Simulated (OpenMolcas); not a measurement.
# Tm⁴⁺: CASSCF and CASPT2 terms and fine-structure levels

Which level of Tm⁴⁺ lies lowest, and where do the others fall? The reference wave functions come first, then spin-orbit coupling, then second-order correlation under several settings.

Program: OpenMolcas 26.06. Level of theory: state-averaged CASSCF and CASPT2, spin-orbit coupling by RASSI with atomic mean-field integrals. These are calculated values, not measurements, unless marked.

### Step 1. What is computed

* Species: Tm⁴⁺ (thulium, Z = 69, 65 electrons)
* Basis: ANO-RCC-VDZ [7s6p4d2f], 59 functions
* Scalar Hamiltonian: DKH2, point nucleus
* Inactive shells: 1s 2s 2p 3s 3p 3d 4s 4p 4d 5s 5p
* Active space: 11 electrons in 7 orbitals (4f)
* Some configurations of this space: 4f11
* Orbitals: optimised for the highest spin of each parity, averaged over all roots

The outer shells:

4f11
```
4f [↑↓][↑↓][↑↓][↑↓][↑ ][↑ ][↑ ]
```

Each step is its own input file, run in one work folder so that later steps find the files of earlier ones. Labels, J, g values, rates, χT and fits are worked out afterwards by a script from the matrices that RASSI stores.

### Step 2. GATEWAY and SEWARD: basis and integrals

a.inp reads:

```
&GATEWAY
Coord
1

Tm 0.0 0.0 0.0
Basis=ANO-RCC-VDZ
Group=XYZ
NoMove
AngMom=0.0 0.0 0.0
AMFI
&SEWARD
```

Launch:

```bash
OMP_NUM_THREADS=1 MOLCAS_MEM=2252 MOLCAS_PROJECT=a pymolcas a.inp > a.log
```

### Step 3. CASSCF: quartets of odd parity, 35 roots

a.inp reads:

```
&RASSCF
FileOrb=start.orb
Symmetry=2
Spin=4
nActEl=11 0 0
Inactive=15 12
Ras2=0 7
CIRoot=35 35 1
SDav=35
CIMx=300
Iter=120 100
PrWF=0.3
OrbListing=Nothing
MaxOrb=0
Atom
>>> COPY $Project.JobIph JOB001
```

start.orb holds the contracted functions of the basis, ordered by shell, or the orbitals of the step before.

### Step 4. Reference wave functions, doublets of odd parity, 112 roots

a.inp reads:

```
&RASSCF
FileOrb=start.orb
Symmetry=2
Spin=2
nActEl=11 0 0
Inactive=15 12
Ras2=0 7
CIRoot=112 112 1
SDav=112
CIMx=300
Iter=120 100
PrWF=0.3
OrbListing=Nothing
MaxOrb=0
Atom
CIOnly
>>> COPY $Project.JobIph JOB002
```

### Step 5. RASSI: spin-orbit coupling between the states

a.inp reads:

```
&RASSI
NrOfJobIphs=2 21 11
1 2 3 4 5 6 7 8 9 10 11 12 13 14 15 16 17 18 19 20 21
1 2 3 4 5 6 7 8 9 10 11
IphNames
JOB001
JOB002
EJob
SpinOrbit
DIPRint=1.0
SOCoupling=1000.0
Subsets=2
MEES
Property=10
'ANGMOM' 1 'ANGMOM' 2 'ANGMOM' 3 'MLTPL  1' 1 'MLTPL  1' 2 'MLTPL  1' 3
'AMFI' 1 'AMFI' 2 'AMFI' 3 'MLTPL  2' 6
SOProperty=3
'ANGMOM' 1 'ANGMOM' 2 'ANGMOM' 3
```

### Step 6. CASPT2: IPEA 0.3, imaginary shift 0.2 (closed shells correlated: 5s 5p)

a.inp reads:

```
>>> COPY JOB001 $Project.JobIph
&CASPT2
Multistate=21 1 2 3 4 5 6 7 8 9 10 11 12 13 14 15 16 17 18 19 20 21
Frozen=14 9
IPEA=0.3
Imaginary=0.2
MaxIter=60
WThr=0.0 0.3 0.05
PrWF=0.5
NoMix
>>> COPY JOB002 $Project.JobIph
&CASPT2
Multistate=11 1 2 3 4 5 6 7 8 9 10 11
Frozen=14 9
IPEA=0.3
Imaginary=0.2
MaxIter=60
WThr=0.0 0.3 0.05
PrWF=0.5
NoMix
```

### Step 7. CASPT2: IPEA 0.6, real shift 0.4 (closed shells correlated: 5s 5p)

Changes to a.inp since step 6:

```diff
@@ -4,4 +4,4 @@
 Frozen=14 9
-IPEA=0.3
-Imaginary=0.2
+IPEA=0.6
+Shift=0.4
 MaxIter=60
@@ -14,4 +14,4 @@
 Frozen=14 9
-IPEA=0.3
-Imaginary=0.2
+IPEA=0.6
+Shift=0.4
 MaxIter=60
```

### Step 8. CASPT2: IPEA 0.6, sigma1 regulariser 0.05 (closed shells correlated: 4d 5s 5p)

a.inp reads:

```
>>> COPY JOB001 $Project.JobIph
&CASPT2
Multistate=21 1 2 3 4 5 6 7 8 9 10 11 12 13 14 15 16 17 18 19 20 21
Frozen=9 9
IPEA=0.6
Sig1=0.05
MaxIter=60
WThr=0.0 0.3 0.05
PrWF=0.5
NoMix
>>> COPY JOB002 $Project.JobIph
&CASPT2
Multistate=11 1 2 3 4 5 6 7 8 9 10 11
Frozen=9 9
IPEA=0.6
Sig1=0.05
MaxIter=60
WThr=0.0 0.3 0.05
PrWF=0.5
NoMix
```

(Steps that only read results are left out.)

Before running it: what results should come out? Wanted: lowest level; first excited level; spin-orbit lowering of the lowest level; strongest of the lines computed, by gA.

As calculated:

| quantity | value |
| --- | --- |
| method | SS-CASPT2, IPEA 0.3, imaginary shift 0.2 (closed shells correlated: 5s 5p) |
| lowest level | 4f11 4I* 15/2, 100 % of that term, g = 1.200 |
| ground level listed by NIST | 4I°15/2 |
| first excited level | 4f11 4I* 13/2 at 7280 cm-1 |
| spin-orbit lowering of the lowest level | 8731 cm-1 |
| strongest of the lines computed, by gA (one parity, so forbidden lines), at CASSCF energies | 4f11 4I* 13/2 → 4f11 4I* 15/2, 1374 nm, A = 1.43e+01 s⁻¹ |

Cost and accuracy by method:

| method | time of its own steps | time with the reference | mean absolute difference from method B (cm-1) |
| --- | --- | --- | --- |
| A. CASSCF | 14 s | 14 s | 34 |
| B. SS-CASPT2, IPEA 0.3, imaginary shift 0.2, +5s 5p | 10 s | 25 s | 0 |
| C. SS-CASPT2, IPEA 0.6, real shift 0.4, +5s 5p | 10 s | 25 s | 14 |
| D. SS-CASPT2, IPEA 0.6, sigma1 regulariser 0.05, +4d 5s 5p | 12 s | 26 s | 85 |

Times are of one thread on a shared host.

In words: The multiplet 4I* is inverted; its intervals divided by the larger J differ by 39 % of their mean, where Landé's rule for pure LS coupling makes them equal. Second-order correlation (method B) scales the levels of the lowest configuration above 5000 cm⁻¹ by 1.00. Only the configurations of the active space and the roots asked for are present. The doublets rest on orbitals optimised for another spin in at least one step, which raises them against the optimised states. Not all states of the active space went into the spin-orbit step. CASPT2 does not keep the components of a term degenerate, and the means are used. High states of lower spin are left out of the spin-orbit mixing. The basis is small and contracted for the neutral atom, so it is rough for this charge. Only valence configurations of the active space appear, up to the ionisation limit; * or ° marks odd parity.
